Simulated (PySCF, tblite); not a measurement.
**C₃H₁₂BNS: geometry, infrared bands and NMR shifts**

What infrared bands and NMR shifts should C₃H₁₂BNS (`C[B@@H-](N)[S+](C)C`) show?

Computed with tblite 0.8.0 and PySCF 2.14.0, with density-fitted response routines of our own, on a single molecule in the gas phase. Atoms count from 0, in the outputs and in this text.

### Step 1. Starting geometry

18 atoms, charge 0, multiplicity 1; geometry from: force field or distance geometry start.

Bonds of the start (Å): C0–B1 1.60, B1–N2 1.54, B1–S3 1.86, S3–C4 1.78, S3–C5 1.77, C0–H6 1.10, C0–H7 1.11, C0–H8 1.11, B1–H9 1.21, N2–H10 1.03, N2–H11 1.05, C4–H12 1.11, C4–H13 1.12, C4–H14 1.11, C5–H15 1.12, C5–H16 1.11, C5–H17 1.11.

### Step 2. Geometry optimisation with GFN2-xTB

Job settings and geometry (Å):

```
{"job": {"kind": "relax", "xc": "GFN2-xTB", "basis": "xTB"}, "charge": 0, "multiplicity": 1}
C      1.424200    -0.670600    -0.874100
B      0.901600    -0.306200     0.596800
N      1.800600     0.785800     1.214800
S     -0.866500     0.276800     0.555000
C     -1.964800    -1.076500     0.181200
C     -1.094100     1.599200    -0.599100
H      2.429500    -1.114400    -0.823000
H      1.468300     0.255400    -1.490400
H      0.732600    -1.400700    -1.346700
H      0.966000    -1.291700     1.289400
H      2.753600     0.399300     1.310500
H      1.443400     0.971200     2.182500
H     -1.807200    -1.904600     0.900600
H     -1.763100    -1.432800    -0.860600
H     -3.017300    -0.716900     0.249000
H     -0.369700     2.413300    -0.361500
H     -2.121600     1.996600    -0.507500
H     -0.924300     1.223100    -1.628600
```

Started as:

```
> OMP_NUM_THREADS=1 python probes_run.py task.json out
```

This one command runs all jobs of the session in turn.

**Question.** This job is followed by: GFN2-xTB harmonic vibrations, gas phase; GIAO PBE0/pcSseg-1 NMR shielding, non-relativistic, gas phase. Predict these results of the whole session: strongest single infrared mode (GFN2-xTB); zero-point energy (GFN2-xTB); 13C shifts against TMS (PBE0/pcSseg-1); 1H shifts against TMS (PBE0/pcSseg-1); 11B shifts against BF3·OEt2 (PBE0/pcSseg-1); 15N shifts against NH3 (PBE0/pcSseg-1); 33S shifts against CS2 (PBE0/pcSseg-1); surface potential, 1st and 99th percentile.

**Answer**, as computed:

```
                                   quantity                                                                       value
  strongest single infrared mode (GFN2-xTB)                                                        643 cm⁻¹, 279 km/mol
               zero-point energy (GFN2-xTB)                                                               94.3 kcal/mol
     13C shifts against TMS (PBE0/pcSseg-1)                                                         23.0, 22.9, 7.1 ppm
      1H shifts against TMS (PBE0/pcSseg-1)  5.11, 4.55, 4.21, 2.00, 1.93, 1.87, 1.85, 1.73, 1.71, 0.65, 0.54, 0.07 ppm
11B shifts against BF3·OEt2 (PBE0/pcSseg-1)                                                                    38.4 ppm
     15N shifts against NH3 (PBE0/pcSseg-1)                                                                   126.1 ppm
     33S shifts against CS2 (PBE0/pcSseg-1)                                                                     -86 ppm
      surface potential, 1st and 99th percentile                                                          -1.05 V and 1.48 V
```

In words: Relaxing lowered the energy by 1.478 eV in 172 steps; the close pair that moved most is B1–S3, from 1.862 to 3.992 Å. All 48 modes are real, so the xTB geometry is a minimum. The strongest single mode, at 643 cm⁻¹, moves mainly H11 and H10. Unscaled tight-binding wavenumbers are off by several per cent, some by more. Its intensities can rank the bands wrongly. The structure rearranged or came apart on optimisation; the results belong to the end geometry, not to the formula as drawn. Shifts at one fixed geometry are not the observed spectrum, which averages over the motion. At PBE0/pcSseg-1: The widest tensor belongs to S3: span 319 ppm, with a paramagnetic part of -467 ppm.
